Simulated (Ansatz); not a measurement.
# C₂H₅FOSi₂: one species, many methods

Aim: compute C₂H₅FOSi₂ with functionals from several rungs and with coupled cluster, and see how far each lands from CCSD(T) at the basis-set limit for the atomisation energy.

Method: functionals in def2-TZVPP, the program's frozen cores in correlated methods; program: Ansatz 0.2.0, Gaussian basis.

Plan: LDA (SPW92), PBE-D4, revPBE-D4, BLYP-D4, r2SCAN-D4, B97M-V, PBE0-D4, B3LYP-D4, r2SCANh-D4, r2SCAN0-D4, HSE06-D4, BHLYP-D4, CAM-B3LYP-D4, LC-ωPBE, ωB97X-V, ωB97M-V, B2PLYP, PBE-QIDH; CCSD(T)/def2-SVP; CCSD(T)/def2-TZVPP; MP2/def2-QZVPP; extrapolation to the limit; RPA on PBE.

### Step 1. The geometry

All runs share one geometry, relaxed beforehand with PBE0-D4 in a triple-zeta def2 set.

11 atoms, charge 0, spin multiplicity 1.

Atoms are counted from 1 here; the program's logs count them from 0.

Bond lengths: O1–Si2 1.639 Å, O1–H7 0.958 Å, Si2–C3 1.834 Å, Si2–H8 1.484 Å, Si2–H9 1.477 Å, C3–C4 1.215 Å, C4–Si5 1.819 Å, Si5–F6 1.596 Å, Si5–H10 1.478 Å, Si5–H11 1.479 Å. Angles: Si2–O1–H7 118.2°, O1–Si2–C3 111.3°, O1–Si2–H8 112.3°, O1–Si2–H9 106.3°, C3–Si2–H8 106.6°, C3–Si2–H9 109.2°, H8–Si2–H9 111.2°, Si2–C3–C4 178.9°, C3–C4–Si5 178.3°, C4–Si5–F6 109.2°, C4–Si5–H10 109.6°, C4–Si5–H11 109.7°, F6–Si5–H10 108.3°, F6–Si5–H11 108.2°, H10–Si5–H11 111.9°.

### Step 2. LDA

This LDA is Slater exchange with PW92 correlation.

File in.yaml:

```yaml
crystal:
  periodic: [false, false, false]
  atoms:
    - {symbol: O, position_ang: [-0.407200, -3.054829, 0.137251]}
    - {symbol: Si, position_ang: [0.659288, -2.024935, -0.562555]}
    - {symbol: C, position_ang: [0.284328, -0.281829, -0.130904]}
    - {symbol: C, position_ang: [0.020680, 0.873480, 0.137509]}
    - {symbol: Si, position_ang: [-0.341928, 2.599076, 0.583184]}
    - {symbol: F, position_ang: [-1.298743, 3.236439, -0.523483]}
    - {symbol: H, position_ang: [-1.340407, -2.932099, -0.042247]}
    - {symbol: H, position_ang: [0.633096, -2.108650, -2.043921]}
    - {symbol: H, position_ang: [1.990102, -2.381506, -0.030541]}
    - {symbol: H, position_ang: [0.914237, 3.378120, 0.614930]}
    - {symbol: H, position_ang: [-1.048152, 2.639732, 1.881580]}
basis:
  gaussian: {orbitals: def2-TZVPP}
hamiltonian: {xc: lda}
output: {orbitals: {seedname: orbitals}}
```

Run with:

```bash
> ansatz run in.yaml --threads 4 --pin off --events-out ev --progress --plain --max-ram 10444MiB
```

Further steps of the session: PBE-D4 (GGA); revPBE-D4 (GGA); BLYP-D4 (GGA); r2SCAN-D4 (meta-GGA); B97M-V (meta-GGA); B3LYP-D4 (hybrid); r2SCANh-D4 (hybrid); r2SCAN0-D4 (hybrid); HSE06-D4 (hybrid); BHLYP-D4 (hybrid); CAM-B3LYP-D4 (range-separated); LC-ωPBE (range-separated); ωB97X-V (range-separated); ωB97M-V (range-separated); B2PLYP (double hybrid); PBE-QIDH (double hybrid); CCSD(T) in def2-SVP; CCSD(T) in def2-TZVPP; MP2 in def2-QZVPP; RPA on PBE orbitals.

Before running them: what should the planned runs give, taken together? Wanted: atomisation energy, CCSD(T)/CBS; farthest beyond LDA; mean size of error, GGA; mean size of error, meta-GGA; mean size of error, hybrid; mean size of error, range-separated; mean size of error, double hybrid; gap, smallest and largest; T1 diagnostic.

As calculated:

| quantity | value |
| --- | --- |
| atomisation energy, CCSD(T)/CBS | 45.199 eV |
| functionals within 0.226 eV (0.5 %) | r2SCAN-D4, B97M-V, CAM-B3LYP-D4, ωB97X-V, ωB97M-V |
| farthest beyond LDA | BHLYP-D4 (-1.653 eV) |
| mean size of error, GGA | 0.486 eV |
| mean size of error, meta-GGA | 0.135 eV |
| mean size of error, hybrid | 0.767 eV |
| mean size of error, range-separated | 0.222 eV |
| mean size of error, double hybrid | 0.572 eV |
| gap, smallest and largest | 5.07 eV (LDA (SPW92)), 12.25 eV (LC-ωPBE) |
| T1 diagnostic | 0.0123 |
| triples share of the correlation energy | 3.8 % |

What this shows: The LDA atomisation energy is off by 5.814 eV (13 %): it overbinds. PBE-D4 is off by +0.320 eV. Double hybrids carry the basis error of their MP2 part in triple zeta, and no dispersion term here, so their miss is partly the set-up's. The rungs meta-GGA, range-separated miss on average by less than the doubt on the reference (0.226 eV), so they tie. The reference freezes the cores and leaves out relativity and excitations past (T), so misses under about 0.226 eV can't be ranked. Hartree-Fock recovers 73 % of the binding; the rest is correlation. CCSD(T) in def2-SVP is off by -3.313 eV, which most functionals beat. The gap grows from 5.1 to 12.2 eV across the functionals, mostly with the share of exact exchange.
